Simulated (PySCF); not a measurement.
# A gas-phase reaction: H4MgO2Si + H2O → H2MgO2 + H4OSi

What reaction energy should one expect for `[OH][Mg][O][SiH3]` + `O` → `[OH][Mg][OH]` + `O[SiH3]`?

Programs: PySCF 2.14.0. All values are calculated, for the isolated system unless a continuum is named. Atoms count from 0, parts from 1.

### Step 1. Starting point

Each species was relaxed by itself at PBE0-D3(BJ)/def2-SVPD.

### Step 2. Reaction energy: wB97M-D3(BJ)/def2-TZVPD

Job settings and geometry (Å):

```
{"job": {"kind": "react", "xc": "wB97M-D3(BJ)", "basis": "def2-TZVPD"}, "charge": 0, "multiplicity": 1}
-1 H4MgO2Si charge 0 multiplicity 1
O      2.481060    -2.226030     0.451450
Mg     1.174730    -1.041810     0.229880
O     -0.112340     0.175580    -0.072410
Si    -1.328790     1.246780    -0.297650
H      2.975880    -2.953820     0.806180
H     -2.021980     1.557380     0.994530
H     -0.815110     2.535910    -0.863440
H     -2.353450     0.705990    -1.248530

-1 H2O charge 0 multiplicity 1
O     -0.000850     0.389400    -0.000730
H     -0.762460    -0.196360     0.001430
H      0.763330    -0.193010    -0.000710

+1 H2MgO2 charge 0 multiplicity 1
O     -0.556850    -0.692770     1.560860
Mg     0.068820     0.041810     0.054400
O      0.826280     0.856930    -1.347010
H     -1.182520    -1.249120     2.010680
H      0.844270     1.043160    -2.278940

+1 H4OSi charge 0 multiplicity 1
O      1.136120     0.581310    -0.065970
Si    -0.436390    -0.001940    -0.008910
H      1.851330    -0.026790     0.131460
H     -0.773210    -0.514170     1.353940
H     -1.302150     1.157180    -0.350370
H     -0.638800    -1.105880    -0.995530
```

Level: wB97M-D3(BJ)/def2-TZVPD reaction energy of separated species, gas phase.

Run with:

```console
OMP_NUM_THREADS=1 python cluster_run.py task.json out
```

This one command runs all jobs of the session in turn.

**Question.** The jobs that follow are: PBE0-D3(BJ)/def2-TZVPD reaction energy of separated species, gas phase; MP2/def2-TZVPD reaction energy of separated species, gas phase. Predict: reaction energy (wB97M-D3(BJ)/def2-TZVPD); ΔH, ΔG at 298 K (xTB thermal terms). Thermal terms come from harmonic xTB runs on each species.

As calculated:

```
                                                quantity                  value
               reaction energy (wB97M-D3(BJ)/def2-TZVPD)          9.28 kcal/mol
                     ΔH, ΔG at 298 K (xTB thermal terms)   +10.3, +8.6 kcal/mol
range of the reaction energy over the runs of this table  9.28 to 9.86 kcal/mol
```

In words: The reaction is endothermic by 10.3 kcal/mol in the gas phase; dispersion gives +0.09, and xTB itself gave 1.86 for the electronic energy (xTB energies and thermal terms come from the earlier relaxation of each species, not shown). No barrier was sought. The reaction energy runs from 9.28 (wB97M-D3(BJ)/def2-TZVPD) to 9.86 kcal/mol (MP2/def2-TZVPD).
